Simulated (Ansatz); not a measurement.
# Be5Pd (F-43m): test of the smearing width from a Python script

How much does the smearing width move the energy of Be5Pd (F-43m)? Aim: a test of the smearing width, for Be5Pd (F-43m), run from a script.

Computed with Ansatz 0.2.0, driven from Python. Level of theory: DFT LDA, plane waves, PAW.

### 1 The structure

Symmetry: F-43m, No. 216, cubic system. Conventional cell: a = 5.976 Å, b = 5.976 Å, c = 5.976 Å, α = 90.00°, β = 90.00°, γ = 90.00°. Be (site symmetry -43m) has 12 Be at 2.48 Å and 4 Pd at 2.59 Å as nearest neighbours. Be (site symmetry 3m) has 6 Be at 2.11 to 2.12 Å as nearest neighbours. Pd (site symmetry -43m) has 16 Be at 2.48 to 2.59 Å as nearest neighbours.

The script reads POSCAR_be5pd:

```text
Be5Pd
1.0
   0.00000000    2.98791664    2.98791664
   2.98791664    0.00000000    2.98791664
   2.98791664    2.98791664    0.00000000
Be Pd
5 1
Direct
   0.25000000    0.25000000    0.25000000
   0.62461445    0.62461445    0.62461445
   0.12615665    0.62461445    0.62461445
   0.62461445    0.12615665    0.62461445
   0.62461445    0.62461445    0.12615665
   0.00000000    0.00000000    0.00000000
```

### 2 The script

Input file smear_be5pd.py:

```python
from dataclasses import dataclass

import ansatz
from ase.io import read
import matplotlib.pyplot as plt


@dataclass
class RunConfig:
    xc: str = "lda"


cfg = RunConfig()

atoms = read("POSCAR_be5pd", format="vasp")
structure = ansatz.Crystal.from_ase(atoms)

job = (
    structure.calculation()
    .functional(cfg.xc)
    .kpoints(7)
    .forces()
    .stress()
)

rows = []
for value in [0.5, 0.3, 0.2, 0.1]:
    data = job.occupations("gaussian", width=value).run().report
    rows.append((value, data["free_energy_ev"] / len(data["lattice"]["sites"]), data["n_iterations"], sum(data["stress_gpa"][i][i] for i in range(3)) / 3, max(abs(f) for row in data["forces_ev_ang"] for f in row), data["n_kpoints"]))

print("  width (eV)   F/atom (eV)    iterations       P (GPa)  max component (eV/A)      k-points")
for row in rows:
    print(f"{str(row[0]):>12s}  {row[1]:12.5f}  {row[2]:12d}  {row[3]:12.3f}  {row[4]:20.4f}  {row[5]:12d}")

for row in rows[:-1]:
    shift = 1000 * (row[1] - rows[-1][1])
    print(f"{row[0]}: {shift:+.2f} meV/atom" + ("  (within 2 meV)" if abs(shift) < 2 else ""))
plt.figure(figsize=(4.5, 3))
plt.plot([str(row[0]) for row in rows], [1000 * (row[1] - rows[-1][1]) for row in rows], "o-")
plt.xlabel("width (eV)")
plt.ylabel("F - F(last) (meV/atom)")
plt.tight_layout()
plt.savefig("smear.png", dpi=100)
```

### 3 The calls as engine input

The package turns the script's settings into the engine's input (first run):

```yaml
crystal:
  lattice:
    - [0.0, 2.98791664, 2.98791664]
    - [2.98791664, 0.0, 2.98791664]
    - [2.98791664, 2.98791664, 0.0]
  atoms:
    - { symbol: Be, position: [0.25, 0.25, 0.25] }
    - { symbol: Be, position: [0.62461445, 0.62461445, 0.62461445] }
    - { symbol: Be, position: [0.12615664999999993, 0.62461445, 0.62461445] }
    - { symbol: Be, position: [0.6246144500000002, 0.12615664999999998, 0.62461445] }
    - { symbol: Be, position: [0.62461445, 0.62461445, 0.12615665000000006] }
    - { symbol: Pd, position: [0.0, 0.0, 0.0] }
kpoints:
  mp_grid:
    grid: [7, 7, 7]
hamiltonian:
  xc: lda
scf:
  occupations:
    method: gaussian
    width: 0.5
output:
  forces: true
  stress: true
```

### 4 Running it

Run with:

```bash
$ python smear_be5pd.py
```

Output:

```text
DeckWarning: basis.ecutwfc = 420 eV, auto-derived from the records' recommended cutoffs: set by Be (normal level)
  width (eV)   F/atom (eV)    iterations       P (GPa)  max component (eV/A)      k-points
         0.5   -1214.63630             6        -6.733                0.0491            20
         0.3   -1214.63176             6        -6.891                0.0445            20
         0.2   -1214.63046             6        -6.942                0.0408            20
         0.1   -1214.62981             6        -6.963                0.0392            20
0.5: -6.49 meV/atom
0.3: -1.95 meV/atom  (within 2 meV)
0.2: -0.65 meV/atom  (within 2 meV)
```

(Warnings from the package without file and line.)

Run time: 10 s. Hardware: 1 thread of Arm Neoverse V1, shared host; peak memory 0.45 GiB.

### 5 Inputs of later runs

The engine's inputs for the other runs:

Run 2, against run 1:

```diff
@@ -21 +21 @@
-    width: 0.5
+    width: 0.3
```

Run 3, against run 1:

```diff
@@ -21 +21 @@
-    width: 0.5
+    width: 0.2
```

Run 4, against run 1:

```diff
@@ -21 +21 @@
-    width: 0.5
+    width: 0.1
```

Lines on the test bed's own set-up are left out of the output.

### 6 Run by run

The 4 runs, in the order started:

| run | width (eV) | energy from run 4 (meV/atom) | the same at zero width (meV/atom) | pressure (GPa) | SCF cycles | CPU time (s) |
| --- | --- | --- | --- | --- | --- | --- |
| 1 | 0.5 | -6.49 | 0.67 | -6.73 | 6 | 1.9 |
| 2 | 0.3 | -1.95 | 0.28 | -6.89 | 6 | 2 |
| 3 | 0.2 | -0.65 | 0.12 | -6.94 | 6 | 2 |
| 4 | 0.1 | 0.00 | 0.00 | -6.96 | 6 | 1.9 |

Energies are free energies F = E - TS of the smeared occupations. 

### 7 Results

```
                              quantity           value
                         runs compared               4
       last run but one, from the last  -0.65 meV/atom
within 5 meV/atom of the last run from             0.3
```

In words: Going from 0.1 to 0.5 eV changes F by -6.5 meV an atom. With this scheme F falls roughly as the square of the width; the report's estimate for zero width (energy_sigma0_ev) moves by only +0.7 meV. The pressure moves from -6.96 to -6.73 GPa. Reading the output:
- The run is spin-unpolarised.
- The mesh is modest for a metal, so energies can be off by several to tens of meV an atom and pressures by half a GPa or more; differences at equal mesh fare better.
- The free energy holds a sizeable smearing term, which stands for no physical temperature.
- The narrowest width needs the finest mesh, so the last row is no converged reference.
- Pressure is positive in compression.
- At these settings the cell as given stands under about -7 GPa, so it isn't at this functional's equilibrium volume.
- This cell is a computed structure, which may not be the phase found in nature.
